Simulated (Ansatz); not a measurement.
# C2H7FSSn: ionisation energy by level of theory

One table from this session's results is given with a row withheld; the runs are named, their logs left out.

Method: unrestricted cation, the program's frozen cores in correlated methods; program: Ansatz 0.2.0, Gaussian basis.

Plan: UKS PBE-D4/def2-TZVPP; UKS r2SCAN-D4/def2-TZVPP; UKS PBE0-D4/def2-TZVPP; UKS B3LYP-D4/def2-TZVPP; UKS wB97X-V/def2-TZVPP; UKS wB97M-V/def2-TZVPP; UKS B2PLYP/def2-TZVPP; UHF-CCSD(T)/def2-TZVPP; UHF-MP2/def2-QZVPP; extrapolation to the limit; then −ε(HOMO) from the neutral's earlier runs with LDA (SPW92), PBE-D4, revPBE-D4, BLYP-D4, r2SCAN-D4, B97M-V, PBE0-D4, B3LYP-D4, r2SCANh-D4, r2SCAN0-D4, HSE06-D4, BHLYP-D4, CAM-B3LYP-D4, LC-ωPBE, ωB97X-V, ωB97M-V.

1 further run of the same task is left out (for a known fault of the program).

### Structure used throughout

An earlier PBE0-D4 in a triple-zeta def2 set relaxation fixed the geometry. Sn takes the def2 core potential; no spin-orbit term is included.

SMILES `C[S][SnH]([CH3])[F]`, 12 atoms, charge 0, spin multiplicity 1.

Atoms are counted from 1 here; the program's logs count them from 0.

Bond lengths: C1–S2 1.820 Å, C1–H6 1.090 Å, C1–H7 1.090 Å, C1–H8 1.089 Å, S2–Sn3 2.378 Å, Sn3–C4 2.125 Å, Sn3–F5 1.934 Å, Sn3–H9 1.703 Å, C4–H10 1.090 Å, C4–H11 1.089 Å, C4–H12 1.090 Å. Angles: S2–C1–H6 106.3°, S2–C1–H7 111.7°, S2–C1–H8 111.1°, H6–C1–H7 108.6°, H6–C1–H8 108.8°, H7–C1–H8 110.3°, C1–S2–Sn3 99.7°, S2–Sn3–C4 113.5°, S2–Sn3–F5 105.7°, S2–Sn3–H9 109.4°, C4–Sn3–F5 102.4°, C4–Sn3–H9 118.5°, F5–Sn3–H9 105.9°, Sn3–C4–H10 110.2°, Sn3–C4–H11 109.0°, Sn3–C4–H12 109.1°, H10–C4–H11 109.6°, H10–C4–H12 109.7° and more.

The first run:

Contents of in.yaml:

```yaml
crystal:
  periodic: [false, false, false]
  atoms:
    - {symbol: C, position_ang: [-2.003343, 0.699995, 0.029140]}
    - {symbol: S, position_ang: [-1.203821, 0.450650, -1.586319]}
    - {symbol: Sn, position_ang: [1.049200, 0.170256, -0.879332]}
    - {symbol: C, position_ang: [1.269710, -1.199172, 0.730152]}
    - {symbol: F, position_ang: [1.555164, 1.851366, -0.067478]}
    - {symbol: H, position_ang: [-3.058624, 0.878608, -0.176291]}
    - {symbol: H, position_ang: [-1.917740, -0.183656, 0.661091]}
    - {symbol: H, position_ang: [-1.593554, 1.570212, 0.540047]}
    - {symbol: H, position_ang: [2.052299, -0.009857, -2.243691]}
    - {symbol: H, position_ang: [0.943445, -2.193195, 0.425049]}
    - {symbol: H, position_ang: [0.667262, -0.858343, 1.571488]}
    - {symbol: H, position_ang: [2.316901, -1.231969, 1.030045]}
basis:
  gaussian: {orbitals: def2-TZVPP}
total_charge: 1
magnetization: {spin_polarized: true, initial_magnetization: 1}
hamiltonian: {xc: pbe, dispersion: d4}
```

Started as:

```
> ansatz run in.yaml --threads 2 --pin off --events-out ev --progress --plain --max-ram 32768MiB --backend cuda --devices 0, --max-vram 18GiB
```

Steps of the session up to this table: Cation, UKS PBE-D4/def2-TZVPP; Cation, UKS r2SCAN-D4/def2-TZVPP; Cation, UKS PBE0-D4/def2-TZVPP; Cation, UKS B3LYP-D4/def2-TZVPP; Cation, UKS wB97X-V/def2-TZVPP; Cation, UKS wB97M-V/def2-TZVPP; Cation, UKS B2PLYP (frozen core)/def2-TZVPP; Cation, UHF-CCSD(T)/def2-TZVPP; Cation, UHF-MP2/def2-QZVPP.

One table of the session follows, with a row left open; its other results are not shown here.

It belongs to the step «Ionisation energies side by side». Orbital estimates, from the neutral's runs:

```
  functional  −ε(HOMO) (eV)
 LDA (SPW92)           5.93
      PBE-D4           5.82
   revPBE-D4           5.77
     BLYP-D4           5.67
   r2SCAN-D4           6.07
      B97M-V           6.18
     PBE0-D4           7.04
    B3LYP-D4           6.80
  r2SCANh-D4           6.52
  r2SCAN0-D4           7.21
    HSE06-D4              ?
    BHLYP-D4           8.13
CAM-B3LYP-D4           8.36
     LC-ωPBE           9.75
     ωB97X-V           9.39
     ωB97M-V           9.24
```

Q: Estimate the row for HSE06-D4 from the others.

**Answer.** −ε(HOMO) (eV): 6.64. In the column «−ε(HOMO) (eV)» it lies between r2SCANh-D4 (6.52) and B3LYP-D4 (6.80).
